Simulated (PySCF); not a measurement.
# C₇H₄F₂O: magnetic properties

Aim: compute the magnetic properties of C₇H₄F₂O (`C=C1C=C(F)C(F)=C1C=O`).

Computed with PySCF 2.14.0 and routines of our own; the level stands in each step. Atoms count from 0.

### 1 The system as given

14 atoms, charge 0, multiplicity 1; geometry from: GFN2-xTB.

### 2 Magnetic properties: GIAO CAM-B3LYP/pcSseg-1

What the job is given:

```
{"job": {"kind": "mag", "xc": "CAM-B3LYP", "basis": "pcSseg-1", "isotopologues": 0}, "charge": 0, "multiplicity": 1}
C     -1.184253    -1.654880     0.148985
C     -0.176714    -0.782454     0.037357
C      1.239681    -1.097075    -0.077609
C      1.913172     0.069152    -0.171014
F      3.227953     0.233669    -0.291067
C      0.974726     1.169427    -0.120508
F      1.332518     2.443943    -0.190411
C     -0.294899     0.684013     0.005385
C     -1.513107     1.467005     0.090085
O     -2.631110     1.025158     0.201751
H     -1.006292    -2.717276     0.164479
H     -2.201712    -1.310624     0.225429
H      1.649778    -2.087757    -0.085973
H     -1.330419     2.557227     0.040945
```

Method: GIAO CAM-B3LYP/pcSseg-1 magnetisability, rotational g tensor and spin-rotation constants, non-relativistic, gas phase.

On the command line:

```bash
> OMP_NUM_THREADS=1 python excited_run.py task.json out
```

One launch serves the whole session: the jobs run in the order shown.

The program printed:

```text
coarse grid: 13344 points
cycle   1  E = -543.3800052606  dE =  2.298e+00  |g| = 1.088e+00  |ddm| = 3.870e+00
cycle   2  E = -542.8873638165  dE =  4.926e-01  |g| = 1.941e+00  |ddm| = 3.851e+00
cycle   3  E = -543.6187903739  dE = -7.314e-01  |g| = 1.440e-01  |ddm| = 2.976e+00
cycle   4  E = -543.6211348143  dE = -2.344e-03  |g| = 1.155e-01  |ddm| = 2.247e-01
cycle   5  E = -543.6233112528  dE = -2.176e-03  |g| = 1.880e-02  |ddm| = 1.146e-01
cycle   6  E = -543.6233991507  dE = -8.790e-05  |g| = 8.144e-03  |ddm| = 3.108e-02
cycle   7  E = -543.6234150554  dE = -1.590e-05  |g| = 3.249e-03  |ddm| = 1.124e-02
cycle   8  E = -543.6234186943  dE = -3.639e-06  |g| = 1.127e-03  |ddm| = 7.469e-03
final grid: 134360 points
cycle   9  E = -543.7220108256  dE = -3.136e-05  |g| = 5.712e-03  |ddm| = 2.451e-02
cycle  10  E = -543.7220068427  dE =  3.983e-06  |g| = 7.808e-03  |ddm| = 1.149e-02
cycle  11  E = -543.7220168341  dE = -9.991e-06  |g| = 7.394e-04  |ddm| = 7.170e-03
cycle  12  E = -543.7220169249  dE = -9.084e-08  |g| = 3.086e-04  |ddm| = 8.445e-04
cycle  13  E = -543.7220169431  dE = -1.817e-08  |g| = 1.212e-04  |ddm| = 4.606e-04
cycle  14  E = -543.7220169467  dE = -3.610e-09  |g| = 2.595e-05  |ddm| = 1.559e-04
cycle  15  E = -543.7220169470  dE = -3.010e-10  |g| = 1.437e-05  |ddm| = 5.605e-05
converged SCF energy = -543.7220169470

Magnetisability tensor (1e-30 J/T^2)
     -782.09       10.70      -57.65
       10.70     -816.21      -19.06
      -57.65      -19.06    -1431.02
isotropic -1009.77   principal values   -1436.63   -819.28   -773.41
isotropic susceptibility -60.810 1e-6 cm^3/mol

Inertial axes            a          b          c
rot. const./GHz      2.2251     1.1082     0.7397
chi total           -46.765    -49.149    -86.516
chi diamagnetic    -616.392  -1086.065  -1602.161
chi paramagnetic    569.627   1036.917   1515.645
quadrupole/D A      -15.235     13.795      1.440
g nuclear            0.5471     0.5081     0.5211
g electronic        -0.5955    -0.5398    -0.5267
g total             -0.0483    -0.0317    -0.0057

Spin-rotation constants (kHz, H = +C I.J)
atom  isotope        aa         bb         cc
  4    19F        2.534      1.377      0.094
  6    19F        3.130      1.489     -0.025
 10     1H       -0.233      0.120     -0.088
 11     1H        0.178     -0.076     -0.074
 12     1H       -0.162      0.078     -0.093
 13     1H       -0.151      0.120     -0.062
  0    13C*       0.955      0.528      0.093
  1    13C*       0.923      0.513      0.096
  2    13C*       0.906      0.373      0.111
  3    13C*       1.069      0.410      0.195
  5    13C*       0.850      0.576      0.196
  7    13C*       0.733      0.470      0.106
  8    13C*       1.024      0.590      0.164
  9    17O*      -2.409     -0.735      0.012
* in the singly substituted isotopologue
```

It took 64 s on 1 thread of Arm Neoverse V1, shared host; peak memory 0.99 GiB.

Key values:

```
              quantity                      value
       magnetisability           -1010·10⁻³⁰ J/T²
  molar susceptibility         -60.8·10⁻⁶ cm³/mol
rotational g (a, b, c)  -0.0483, -0.0317, -0.0057
```

### 3 Magnetic properties: GIAO LDA/ANO-RCC-VDZP

The job, as its differences from that of step 2:

```diff
@@ -1,2 +1,2 @@
-{"job": {"kind": "mag", "xc": "CAM-B3LYP", "basis": "pcSseg-1", "isotopologues": 0}, "charge": 0, "multiplicity": 1}
+{"job": {"kind": "mag", "xc": "LDA", "basis": "ANO-RCC-VDZP"}, "charge": 0, "multiplicity": 1}
 C     -1.184253    -1.654880     0.148985
```

Level: GIAO LDA/ANO-RCC-VDZP magnetisability, rotational g tensor and spin-rotation constants, non-relativistic, gas phase.

The program printed:

```text
coarse grid: 13344 points
cycle   1  E = -539.6869065936  dE =  1.753e+00  |g| = 1.007e+00  |ddm| = 5.772e+00
cycle   2  E = -536.2712967865  dE =  3.416e+00  |g| = 3.221e+00  |ddm| = 4.369e+00
cycle   3  E = -539.5900105301  dE = -3.319e+00  |g| = 1.006e+00  |ddm| = 4.342e+00
cycle   4  E = -539.9002059488  dE = -3.102e-01  |g| = 2.266e-01  |ddm| = 1.699e+00
cycle   5  E = -539.8871798887  dE =  1.303e-02  |g| = 3.123e-01  |ddm| = 6.747e-01
cycle   6  E = -539.9131814863  dE = -2.600e-02  |g| = 7.900e-02  |ddm| = 4.598e-01
cycle   7  E = -539.9146009585  dE = -1.419e-03  |g| = 2.640e-02  |ddm| = 1.118e-01
cycle   8  E = -539.9147146549  dE = -1.137e-04  |g| = 1.681e-02  |ddm| = 4.985e-02
cycle   9  E = -539.9147956215  dE = -8.097e-05  |g| = 3.990e-03  |ddm| = 2.437e-02
cycle  10  E = -539.9147983403  dE = -2.719e-06  |g| = 2.526e-03  |ddm| = 6.611e-03
final grid: 134360 points
cycle  11  E = -539.9121770865  dE = -2.989e-05  |g| = 7.084e-03  |ddm| = 3.913e-02
cycle  12  E = -539.9121116420  dE =  6.544e-05  |g| = 1.701e-02  |ddm| = 2.605e-02
cycle  13  E = -539.9121856474  dE = -7.401e-05  |g| = 4.299e-03  |ddm| = 2.133e-02
cycle  14  E = -539.9121899425  dE = -4.295e-06  |g| = 1.660e-03  |ddm| = 6.761e-03
cycle  15  E = -539.9121907389  dE = -7.964e-07  |g| = 2.327e-04  |ddm| = 2.123e-03
cycle  16  E = -539.9121907480  dE = -9.025e-09  |g| = 1.230e-04  |ddm| = 3.175e-04
cycle  17  E = -539.9121907507  dE = -2.765e-09  |g| = 3.627e-05  |ddm| = 1.211e-04
cycle  18  E = -539.9121907510  dE = -2.399e-10  |g| = 1.335e-05  |ddm| = 4.868e-05
converged SCF energy = -539.9121907510

Magnetisability tensor (1e-30 J/T^2)
     -725.03       20.60      -57.48
       20.60     -774.70      -19.32
      -57.48      -19.32    -1367.68
isotropic -955.80   principal values   -1373.29   -782.12   -711.99
isotropic susceptibility -57.560 1e-6 cm^3/mol

Inertial axes            a          b          c
rot. const./GHz      2.2251     1.1082     0.7397
chi total           -43.306    -46.672    -82.701
chi diamagnetic    -615.144  -1084.356  -1600.979
chi paramagnetic    571.838   1037.684   1518.277
quadrupole/D A      -15.010     13.235      1.776
g nuclear            0.5471     0.5081     0.5211
g electronic        -0.5978    -0.5402    -0.5276
g total             -0.0507    -0.0321    -0.0066

Spin-rotation constants (kHz, H = +C I.J)
atom  isotope        aa         bb         cc
  4    19F        3.017      1.471      0.053
  6    19F        3.089      1.751     -0.104
 10     1H       -0.227      0.127     -0.088
 11     1H        0.188     -0.074     -0.071
 12     1H       -0.156      0.084     -0.095
 13     1H       -0.127      0.125     -0.058
  0    13C*       0.940      0.506      0.087
  1    13C*       0.921      0.503      0.091
  2    13C*       0.853      0.357      0.108
  3    13C*       1.006      0.401      0.193
  5    13C*       0.854      0.529      0.196
  7    13C*       0.721      0.447      0.104
  8    13C*       1.017      0.547      0.161
  9    17O*      -2.419     -0.678      0.023
* in the singly substituted isotopologue
```

Wall time 2.2 min (1 thread of Arm Neoverse V1, shared host); peak memory 0.62 GiB.

From this job:

```csv
quantity,value
magnetisability,-956·10⁻³⁰ J/T²
molar susceptibility,-57.6·10⁻⁶ cm³/mol
"rotational g (a, b, c)","-0.0507, -0.0321, -0.0066"
```

### 4 The levels compared

```csv
level,ξ (10⁻³⁰ J/T²),g(a),g(b),gap (eV),functions,time
GIAO CAM-B3LYP/pcSseg-1,-1010,-0.0483,-0.0317,6.66,190,64 s
GIAO LDA/ANO-RCC-VDZP,-956,-0.0507,-0.0321,2.04,160,2.2 min
```

### 5 What came out

| quantity | value |
| --- | --- |
| magnetisability (step 2, GIAO CAM-B3LYP/pcSseg-1) | -1010·10⁻³⁰ J/T² |
| molar susceptibility (step 2, GIAO CAM-B3LYP/pcSseg-1) | -60.8·10⁻⁶ cm³/mol |
| rotational g (a, b, c) (step 2, GIAO CAM-B3LYP/pcSseg-1) | -0.0483, -0.0317, -0.0057 |
| magnetisability over the levels | -1010 to -956·10⁻³⁰ J/T² |

In words: The magnetisability spreads by 5.5 % over 2 levels, from GIAO CAM-B3LYP/pcSseg-1 (64 s) to GIAO LDA/ANO-RCC-VDZP (2.2 min); the runs took 64 s to 2.2 min. Two levels can agree by chance, so this spread shows no convergence. Vibrational averaging and real surroundings are missing from these values.
